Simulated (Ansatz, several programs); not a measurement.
An ordered 8-atom cell of AgLaS2 on the rocksalt lattice (Pmmn), relaxed with PBE in Ansatz (plane waves, PAW): the symmetry is Pmmn (No. 59, orthorhombic); a = 4.310 Å, b = 5.568 Å, c = 7.797 Å in the conventional setting, 23.39 Å³ an atom. Around Ag lie 6 S at 2.81–3.01 Å; around S lie 4 Ag at 2.81–2.82 Å and 2 La at 2.82 Å; around La lie 6 S at 2.82–2.99 Å; around S lie 4 La at 2.86–2.99 Å and 2 Ag at 3.01 Å. The cell was then scaled with its shape and fractional coordinates held, which makes it stiffer than a relaxed compression. Simulation only: spin-unpolarised, and no claim that this is the phase found in nature.

```tsv
V (Å³/atom)	E (meV/atom)
21.985	20.08
23.388	0.00
24.090	4.18
24.791	15.99
```

Q: Pass a cubic E = c₀ + c₁u + c₂u² + c₃u³, with u = V − 23.564 Å³, through these points.

A: c₀ = 0.25, c₁ = +3.013, c₂ = 8.812, c₃ = -0.6642 (meV and Å³).

Q: Where is the minimum, and what bulk modulus follows?

A: dE/du = 0 at u = -0.168, so V₀ = 23.40 Å³. B = V₀ d²E/dV² = 23.40 × (2c₂ + 6c₃u) = 23.40 × 18.292 = 428 meV/Å³, and 1 meV/Å³ is 0.16022 GPa: 69 GPa. A third-order Birch-Murnaghan fit to all five points gives 23.39 Å³ and 68 GPa.

Q: Predict the energy and the pressure at the withheld volume, 22.686 Å³.

A: With u = -0.878: E ≈ 4.85 meV and P = −dE/dV ≈ +2.24 GPa. The run gives 4.78 meV and, from its stress, +2.23 GPa.
